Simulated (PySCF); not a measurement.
**C₃H₆N₂Si: electronic excitations and core binding energies**

Aim: predict the electronic excitations and core binding energies of C₃H₆N₂Si (`[SiH3]c1c[nH]cn1`).

Programs: PySCF 2.14.0, with density-fitted response routines of our own. Each step states its level of theory. These are calculated values for one molecule in the gas phase, unless marked as measured. Atoms are numbered from 0 throughout.

## (1) The molecule as given

12 atoms, charge 0, multiplicity 1; geometry from: GFN2-xTB.

Bonds of the start (Å): Si0–C1 1.87, C1–C2 1.37, C2–N3 1.36, N3–C4 1.36, C4–N5 1.30, N5–C1 1.37, Si0–H6 1.46, Si0–H7 1.46, Si0–H8 1.47, C2–H9 1.07, N3–H10 1.01, C4–H11 1.07.

## (2) Ultraviolet spectrum: CAM-B3LYP/def2-SVPD

Job settings and geometry (Å):

```
{"job": {"kind": "uv", "xc": "CAM-B3LYP", "basis": "def2-SVPD", "nstates": 8, "ntriplets": 3}, "charge": 0, "multiplicity": 1}
Si     2.133586     0.040562    -0.229339
C      0.267727    -0.006528    -0.115009
C     -0.554335     0.115255     0.974195
N     -1.834330     0.009013     0.512328
C     -1.741069    -0.171963    -0.829999
N     -0.508022    -0.185692    -1.231495
H      2.560607     1.147150    -1.086803
H      2.639607    -1.225261    -0.762310
H      2.640912     0.243996     1.133921
H     -0.329613     0.263843     2.010400
H     -2.676234     0.056452     1.062544
H     -2.597638    -0.287512    -1.464459
```

With the program's defaults for keys left out, this is: TDDFT CAM-B3LYP/def2-SVPD, vertical, gas phase, core orbitals frozen in the response.

The run is started by

```bash
$ OMP_NUM_THREADS=1 python probes_run.py task.json out
```

The driver reads the jobs from task.json and runs them one after another.

Log:

```text
coarse grid: 10728 points
cycle   1  E = -516.4355097093  dE =  1.132e+00  |g| = 4.254e-01  |ddm| = 5.452e+00
cycle   2  E = -516.4054937774  dE =  3.002e-02  |g| = 6.024e-01  |ddm| = 2.270e+00
cycle   3  E = -516.4881443813  dE = -8.265e-02  |g| = 5.380e-02  |ddm| = 1.375e+00
cycle   4  E = -516.4887034678  dE = -5.591e-04  |g| = 2.846e-02  |ddm| = 1.222e-01
cycle   5  E = -516.4888784532  dE = -1.750e-04  |g| = 8.459e-03  |ddm| = 5.617e-02
cycle   6  E = -516.4888954834  dE = -1.703e-05  |g| = 1.686e-03  |ddm| = 1.464e-02
cycle   7  E = -516.4888963049  dE = -8.214e-07  |g| = 6.737e-04  |ddm| = 3.827e-03
final grid: 99768 points
cycle   8  E = -516.5620903290  dE = -2.407e-05  |g| = 2.754e-03  |ddm| = 6.477e-02
cycle   9  E = -516.5620906607  dE = -3.317e-07  |g| = 2.723e-03  |ddm| = 1.127e-02
cycle  10  E = -516.5620922891  dE = -1.628e-06  |g| = 2.438e-04  |ddm| = 4.466e-03
cycle  11  E = -516.5620923011  dE = -1.200e-08  |g| = 1.653e-04  |ddm| = 5.525e-04
cycle  12  E = -516.5620923073  dE = -6.124e-09  |g| = 2.401e-05  |ddm| = 3.095e-04
cycle  13  E = -516.5620923074  dE = -1.487e-10  |g| = 1.388e-05  |ddm| = 6.523e-05
converged SCF energy = -516.5620923074

Static polarisability (au): isotropic 73.366, principal 53.119 73.571 93.409

Singlet excitations
state   eV       nm        f      main configurations
  1   6.2897    197.1   0.00034   H->L 0.97
  2   6.6112    187.5   0.00241   H-1->L+1 0.79, H-1->L+3 0.16
  3   6.6539    186.3   0.11519   H->L+1 0.84, H->L+3 0.10
  4   6.8912    179.9   0.15428   H->L+3 0.71, H-2->L+1 0.13, H->L+1 0.10
  5   7.0747    175.3   0.00235   H->L+2 0.72, H->L+4 0.20
  6   7.1189    174.2   0.00669   H-1->L+3 0.68, H-1->L+1 0.18
  7   7.4995    165.3   0.01275   H->L+5 0.90
  8   7.6072    163.0   0.02647   H-1->L 0.90

Triplet excitations (Tamm-Dancoff, eV): 4.5639 5.4686 5.9203
```

It took 41 s on 1 thread of Arm Neoverse N1, shared host; peak memory 0.74 GiB.

The orbitals next to the gap, with their largest atomic shares:

| orbital | eV | atoms |
| --- | --- | --- |
| HOMO−3 | -10.92 | Si0 39 %, H8 35 %, C1 8 % |
| HOMO−2 | -9.67 | N5 36 %, N3 27 %, C1 11 % |
| HOMO−1 | -9.15 | N5 63 %, C1 12 %, C4 9 % |
| HOMO | -8.13 | C2 28 %, C1 25 %, C4 19 % |
| LUMO | 1.11 | H10 28 %, C2 18 %, C4 16 % |
| LUMO+1 | 1.56 | C2 23 %, N3 20 %, C4 17 % |
| LUMO+2 | 1.62 | Si0 49 %, H10 10 %, H7 7 % |

With each of the 8 states as a Gaussian band of 0.4 eV half-width at 1/e, the curve within the window shown has maxima at 182 nm (ε 10,000) L/(mol cm). Beyond the last state computed it falls off for lack of states. The curve at chosen wavelengths:

```
 nm  ε (L/mol/cm)
157           810
159          1170
162          1701
164          2038
167          2681
169          3362
172          4939
174          6300
177          8399
179          9517
181         10189
184         10175
186          9518
189          7855
191          6525
194          4558
196          3411
198          2458
201          1405
203           928
206           470
208           288
211           131
213            75
216            32
218            17
```

Ground-state properties from the same run:

| property | computed |
| --- | --- |
| dipole moment (D) | 4.12 |
| polarisability (Å³) | 10.87 |
| HOMO–LUMO gap (eV) | 9.24 |
| −ε(HOMO) (eV) | 8.13 |

## (3) X-ray photoelectron lines: SCAN, X2C

Settings changed since step 2:

```diff
@@ -1,2 +1,2 @@
-{"job": {"kind": "uv", "xc": "CAM-B3LYP", "basis": "def2-SVPD", "nstates": 8, "ntriplets": 3}, "charge": 0, "multiplicity": 1}
+{"job": {"kind": "xps"}, "charge": 0, "multiplicity": 1}
 Si     2.133586     0.040562    -0.229339
```

Level: delta-SCF UKS SCAN, pcX-2 on the ionised atom, pcseg-1 elsewhere, spin-free X2C.

Log:

```text
ground state, core basis on atom 0 (Si), 160 functions
  cycle   1  E = -517.44846081  |g| = 4.63e-01
  cycle   2  E = -517.26536704  |g| = 9.46e-01
  cycle   3  E = -517.50132552  |g| = 1.66e-01
  cycle   4  E = -517.50703679  |g| = 6.18e-02
  cycle   5  E = -517.50791395  |g| = 2.04e-02
  cycle   6  E = -517.50800702  |g| = 9.57e-03
  cycle   7  E = -517.50802963  |g| = 1.16e-03
  cycle   8  E = -517.50803073  |g| = 8.09e-04
  cycle   9  E = -517.50803013  |g| = 1.25e-04
  E(ground) = -517.50996727 Eh
hole in Si 1s of atom 0
  cycle   1  E = -448.59981399  |g| = 4.35e+00
  cycle   2  E = -448.66514652  |g| = 2.12e+00
  cycle   3  E = -449.21586917  |g| = 8.54e-01
  cycle   4  E = -449.52275970  |g| = 5.01e-01
  cycle   5  E = -449.62707265  |g| = 2.38e-01
  cycle   6  E = -449.65396570  |g| = 6.44e-02
  cycle   7  E = -449.65554545  |g| = 2.73e-02
  cycle   8  E = -449.65583522  |g| = 1.17e-02
  cycle   9  E = -449.65590238  |g| = 2.39e-03
  cycle  10  E = -449.65590388  |g| = 1.53e-03
  cycle  11  E = -449.65590544  |g| = 1.95e-04
  E(ion) = -449.66609956 Eh   <S^2> = 0.7523   hole on atom = 1.000   binding energy = 1846.126 eV
hole in Si 2p of atom 0
  cycle   1  E = -513.25644707  |g| = 1.23e+00
  cycle   2  E = -513.10962693  |g| = 1.08e+00
  cycle   3  E = -513.48634364  |g| = 3.96e-01
  cycle   4  E = -513.55908200  |g| = 1.94e-01
  cycle   5  E = -513.57405960  |g| = 8.75e-02
  cycle   6  E = -513.57775405  |g| = 2.19e-02
  cycle   7  E = -513.57795788  |g| = 8.78e-03
  cycle   8  E = -513.57799124  |g| = 2.73e-03
  cycle   9  E = -513.57799549  |g| = 7.65e-04
  cycle  10  E = -513.57799570  |g| = 2.44e-04
  E(ion) = -513.59182744 Eh   <S^2> = 0.7520   hole on atom = 1.002   binding energy = 106.618 eV
  2p3/2 = 106.400 eV   2p1/2 = 107.024 eV
ground state, core basis on atom 1 (C), 149 functions
  cycle   1  E = -517.41858697  |g| = 6.15e-02
  cycle   2  E = -517.41859371  |g| = 2.60e-02
  cycle   3  E = -517.41856426  |g| = 2.84e-02
  cycle   4  E = -517.41875583  |g| = 8.30e-03
  cycle   5  E = -517.41877538  |g| = 3.00e-03
  cycle   6  E = -517.41877933  |g| = 2.47e-04
  E(ground) = -517.46242359 Eh
hole in C 1s of atom 1
  cycle   1  E = -506.16770551  |g| = 1.52e+00
  cycle   2  E = -504.93605437  |g| = 2.17e+00
  cycle   3  E = -506.58587787  |g| = 5.91e-01
  cycle   4  E = -506.65171351  |g| = 4.55e-01
  cycle   5  E = -506.74627898  |g| = 1.33e-01
  cycle   6  E = -506.75249512  |g| = 5.49e-02
  cycle   7  E = -506.75391375  |g| = 1.82e-02
  cycle   8  E = -506.75409350  |g| = 7.43e-03
  cycle   9  E = -506.75414379  |g| = 2.78e-03
  cycle  10  E = -506.75416720  |g| = 1.61e-03
  cycle  11  E = -506.75417111  |g| = 1.29e-03
  cycle  12  E = -506.75417252  |g| = 4.14e-04
  E(ion) = -506.79682613 Eh   <S^2> = 0.7866   hole on atom = 1.000   binding energy = 290.226 eV
ground state, core basis on atom 2 (C), 149 functions
  cycle   1  E = -517.41694189  |g| = 5.91e-02
  cycle   2  E = -517.41674041  |g| = 3.46e-02
  cycle   3  E = -517.41669216  |g| = 3.67e-02
  cycle   4  E = -517.41702970  |g| = 7.76e-03
  cycle   5  E = -517.41704402  |g| = 1.08e-03
  cycle   6  E = -517.41704457  |g| = 4.35e-04
  E(ground) = -517.46111070 Eh
hole in C 1s of atom 2
  cycle   1  E = -506.13848023  |g| = 1.52e+00
  cycle   2  E = -504.97570396  |g| = 2.13e+00
  cycle   3  E = -506.55754922  |g| = 5.78e-01
  cycle   4  E = -506.61352759  |g| = 4.65e-01
  cycle   5  E = -506.71876872  |g| = 9.94e-02
  cycle   6  E = -506.72150860  |g| = 5.54e-02
  cycle   7  E = -506.72299770  |g| = 1.53e-02
  cycle   8  E = -506.72312424  |g| = 8.36e-03
  cycle   9  E = -506.72317385  |g| = 3.41e-03
  cycle  10  E = -506.72319922  |g| = 2.66e-03
  cycle  11  E = -506.72321736  |g| = 1.57e-03
  cycle  12  E = -506.72322497  |g| = 7.28e-04
  cycle  13  E = -506.72322738  |g| = 2.97e-04
  E(ion) = -506.76606488 Eh   <S^2> = 0.7854   hole on atom = 1.000   binding energy = 291.027 eV
ground state, core basis on atom 3 (N), 149 functions
  cycle   1  E = -517.42804493  |g| = 7.47e-02
  cycle   2  E = -517.42777958  |g| = 3.74e-02
  cycle   3  E = -517.42742370  |g| = 5.17e-02
  cycle   4  E = -517.42812530  |g| = 1.15e-02
  cycle   5  E = -517.42815362  |g| = 9.56e-04
  cycle   6  E = -517.42815430  |g| = 4.02e-04
  E(ground) = -517.46968432 Eh
hole in N 1s of atom 3
  cycle   1  E = -501.77461803  |g| = 1.87e+00
  cycle   2  E = -499.22768363  |g| = 2.82e+00
  cycle   3  E = -501.99807389  |g| = 9.20e-01
  cycle   4  E = -502.17473657  |g| = 7.73e-01
  cycle   5  E = -502.47535751  |g| = 1.13e-01
  cycle   6  E = -502.48126781  |g| = 3.63e-02
  cycle   7  E = -502.48170444  |g| = 2.33e-02
  cycle   8  E = -502.48194962  |g| = 6.17e-03
  cycle   9  E = -502.48196368  |g| = 4.06e-03
  cycle  10  E = -502.48197295  |g| = 1.44e-03
  cycle  11  E = -502.48197412  |g| = 5.83e-04
  cycle  12  E = -502.48197535  |g| = 3.44e-04
  E(ion) = -502.52195756 Eh   <S^2> = 0.7656   hole on atom = 1.000   binding energy = 406.748 eV
ground state, core basis on atom 4 (C), 149 functions
  cycle   1  E = -517.41837890  |g| = 5.74e-02
  cycle   2  E = -517.41836513  |g| = 1.72e-02
  cycle   3  E = -517.41826489  |g| = 2.71e-02
  cycle   4  E = -517.41842238  |g| = 4.98e-03
  cycle   5  E = -517.41842919  |g| = 1.42e-03
  cycle   6  E = -517.41842825  |g| = 2.41e-04
  E(ground) = -517.46282254 Eh
hole in C 1s of atom 4
  cycle   1  E = -506.12064794  |g| = 1.52e+00
  cycle   2  E = -504.81217399  |g| = 2.18e+00
  cycle   3  E = -506.50575035  |g| = 6.08e-01
  cycle   4  E = -506.56358376  |g| = 4.97e-01
  cycle   5  E = -506.69026960  |g| = 1.31e-01
  cycle   6  E = -506.69345954  |g| = 9.58e-02
  cycle   7  E = -506.69785124  |g| = 1.64e-02
  cycle   8  E = -506.69797744  |g| = 7.29e-03
  cycle   9  E = -506.69801370  |g| = 2.99e-03
  cycle  10  E = -506.69803556  |g| = 2.36e-03
  cycle  11  E = -506.69805037  |g| = 1.71e-03
  cycle  12  E = -506.69805863  |g| = 9.01e-04
  cycle  13  E = -506.69806347  |g| = 4.11e-04
  E(ion) = -506.74053969 Eh   <S^2> = 0.7839   hole on atom = 1.000   binding energy = 291.768 eV
ground state, core basis on atom 5 (N), 149 functions
  cycle   1  E = -517.42692396  |g| = 7.54e-02
  cycle   2  E = -517.42666138  |g| = 4.20e-02
  cycle   3  E = -517.42649202  |g| = 5.03e-02
  cycle   4  E = -517.42703121  |g| = 9.46e-03
  cycle   5  E = -517.42704953  |g| = 1.49e-03
  cycle   6  E = -517.42705268  |g| = 4.80e-04
  E(ground) = -517.46986334 Eh
hole in N 1s of atom 5
  cycle   1  E = -501.85804725  |g| = 1.86e+00
  cycle   2  E = -500.78928306  |g| = 2.30e+00
  cycle   3  E = -502.33737572  |g| = 7.11e-01
  cycle   4  E = -502.43171808  |g| = 5.19e-01
  cycle   5  E = -502.57041960  |g| = 9.65e-02
  cycle   6  E = -502.57373485  |g| = 3.27e-02
  cycle   7  E = -502.57422761  |g| = 1.24e-02
  cycle   8  E = -502.57429081  |g| = 7.82e-03
  cycle   9  E = -502.57432871  |g| = 2.66e-03
  cycle  10  E = -502.57433842  |g| = 1.32e-03
  cycle  11  E = -502.57434144  |g| = 9.44e-04
  cycle  12  E = -502.57434319  |g| = 4.69e-04
  E(ion) = -502.61630767 Eh   <S^2> = 0.7748   hole on atom = 1.000   binding energy = 404.186 eV
```

It took 2.2 min on 1 thread of Arm Neoverse N1, shared host; peak memory 0.59 GiB.

Binding energies by hole, beside the orbital energy of the ground state; the difference holds orbital relaxation and, for a density functional, its self-interaction error:

| hole | stands for | environment | ΔSCF (eV; 2p as the shell's mean) | −ε (eV) | ⟨S²⟩ |
| --- | --- | --- | --- | --- | --- |
| Si1s on Si0 | Si0 | silicon bonded to C, 3 H | 1846.13 | 1792.9 | 0.752 |
| Si2p on Si0 | Si0 | silicon bonded to C, 3 H | 106.61 | 95.8 | 0.752 |
| C1s on C1 | C1 | substituted aromatic carbon next to a ring nitrogen | 290.23 | 273.8 | 0.787 |
| C1s on C2 | C2 | aromatic CH next to a ring nitrogen | 291.03 | 274.6 | 0.785 |
| N1s on N3 | N3 | pyrrole-type ring nitrogen | 406.75 | 387.8 | 0.766 |
| C1s on C4 | C4 | aromatic CH between two ring heteroatoms | 291.77 | 275.1 | 0.784 |
| N1s on N5 | N5 | pyridine-type nitrogen of an azole | 404.19 | 385.5 | 0.775 |

With the spin-orbit splitting: Si0 2p3/2 106.40, 2p1/2 107.02 eV. The table gives each 2p level as the mean over the whole 2p shell (two parts 2p3/2, one part 2p1/2), which differs a little from the single hole in the log.

## (4) Summary of results

| quantity | value |
| --- | --- |
| lowest singlet (CAM-B3LYP/def2-SVPD) | 6.29 eV (197 nm), f = 0.000 |
| brightest single state of those computed | state 4, 6.89 eV, f = 0.154 |
| lowest triplet | 4.56 eV |
| C1s binding energies, SCAN/pcX-2 | C4 291.77, C2 291.03, C1 290.23 eV |
| N1s binding energies, SCAN/pcX-2 | N3 406.75, N5 404.19 eV |
| Si1s binding energies, SCAN/pcX-2 | Si0 1846.13 eV |
| Si2p binding energies, SCAN/pcX-2 | Si0 106.61 eV |

The first singlet state (HOMO→LUMO 0.97) lies at 6.29 eV and is dark; of the 8 states computed, the strongest absorption comes from state 4 at 6.89 eV. The lowest triplet lies 1.73 eV below the lowest singlet (triplets in Tamm-Dancoff, singlets in full TDDFT). The C1s levels kept as sound span 1.54 eV, from C1 (substituted aromatic carbon next to a ring nitrogen) up to C4 (aromatic CH between two ring heteroatoms). The N1s levels kept as sound span 2.56 eV, from N5 (pyridine-type nitrogen of an azole) up to N3 (pyrrole-type ring nitrogen).
